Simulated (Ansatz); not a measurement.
# FeNi3 (Pm-3m): exchange couplings and spin waves

How strongly are the moments of FeNi3 (Pm-3m) coupled, and at what temperature would they order?

Method: DFT LDA, scalar-relativistic, plane waves, PAW, in Ansatz 0.2.0.

## 1. Starting point

It takes space group Pm-3m (No. 221, cubic). Conventional cell: a = 3.545 Å, b = 3.545 Å, c = 3.545 Å, α = 90.00°, β = 90.00°, γ = 90.00°. Fe (site symmetry m-3m) is surrounded by 12 Ni at 2.51 Å. Around Ni (site symmetry 4/mmm) lie 4 Fe at 2.51 Å and 8 Ni at 2.51 Å.

As a file:

```cif
data_structure
_symmetry_space_group_name_H-M 'Pm-3m'
_symmetry_Int_Tables_number 221
_cell_length_a 3.5450
_cell_length_b 3.5450
_cell_length_c 3.5450
_cell_angle_alpha 90.000
_cell_angle_beta 90.000
_cell_angle_gamma 90.000
_cell_volume 44.55
loop_
_atom_site_label
_atom_site_type_symbol
_atom_site_symmetry_multiplicity
_atom_site_Wyckoff_symbol
_atom_site_fract_x
_atom_site_fract_y
_atom_site_fract_z
_atom_site_occupancy
Fe1 Fe 1 a 0.00000 0.00000 0.00000 1
Ni1 Ni 3 c 0.00000 0.50000 0.50000 1
```

The cell is the deposited one, not relaxed. At LDA, an earlier run found -17.29 GPa for this cell of 11.138 Å³/atom (10×10×10 mesh), metallic, moments in the atoms' spheres Fe 2.83; Ni 0.65 μB. The cell is stretched at this level.

## 2. Exchange couplings, spin waves and anisotropy by the force theorem

File input.yaml:

```yaml
crystal:
  lattice:
    - [3.5449999038, 0.0, 0.0]
    - [0.0, 3.5449999038, 0.0]
    - [0.0, 0.0, 3.5449999038]
  atoms:
    - { symbol: Fe, position: [0.0, 0.0, 0.0], spin: 3.12 }
    - { symbol: Ni, position: [0.0, 0.5, 0.5], spin: 0.71 }
    - { symbol: Ni, position: [0.5, 0.0, 0.5], spin: 0.71 }
    - { symbol: Ni, position: [0.5, 0.5, 0.0], spin: 0.71 }
basis:
  ecutwfc: 420
  ecutrho_ratio: 4
kpoints:
  mp_grid: { grid: [8, 8, 8] }
  band_path:
    path:
      - [[0.0, 0.0, 0.0], [0.0, 0.5, 0.0], [0.5, 0.5, 0.0], [0.0, 0.0, 0.0], [0.5, 0.5, 0.5], [0.0, 0.5, 0.0]]
      - [[0.5, 0.5, 0.5], [0.5, 0.5, 0.0]]
    npoints: 6
hamiltonian:
  xc: lda
scf:
  occupations: { method: gaussian, width: 0.05 }
  lower_state_search: "off"
output:
  forces: true
  stress: true
  eigenvalues: true
  populations: true
  eigenstates:
    nscf_kmesh: { grid: [8, 8, 8] }
    top_band: c74
    exchange_couplings: { magnetic: [{ site: 0 }, { site: 1 }, { site: 2 }, { site: 3 }] }
    magnetocrystalline_anisotropy: {}
magnetization:
  spin_polarized: true
checkpoint:
  read: start.run
  write: ck
  compress: false
  write_wavefunctions: false
  write_every: 100000
```

start.run is the folder with the converged state of an earlier run on this cell.

Launch:

```console
ansatz run input.yaml --threads 4 --pin off --max-ram 9216MiB --backend cpu --events-out ev --progress --plain --runs-dir out
```

Q: Predict the outcome of this session. Wanted: strongest shell; highest spin wave on the path; mean-field ordering temperature; ordering temperature, random-phase; anisotropy.

**Answer**, as computed:

```
                                      quantity                                 value
                               strongest shell  Fe–Fe at 5.01 Å, J = -7.244 meV × 12
                 highest spin wave on the path                             970.8 meV
               mean-field ordering temperature       992 K at q = (0.00, 0.00, 0.00)
ordering temperature, random-phase (Tyablikov)                                 717 K
                                    anisotropy                          not resolved
```

The shell that weighs most is Fe–Fe at 5.01 Å and favours opposed moments. No spin-wave energy is negative on the path. For classical moments, mean-field theory puts the ordering at 992 K and the random-phase form, which counts the spin waves, at 717 K. The couplings belong to the order typed, which need not be the compound's real one. The anisotropy, 0.0001 meV per cell, is smaller than its spread over meshes, so no easy axis is named.
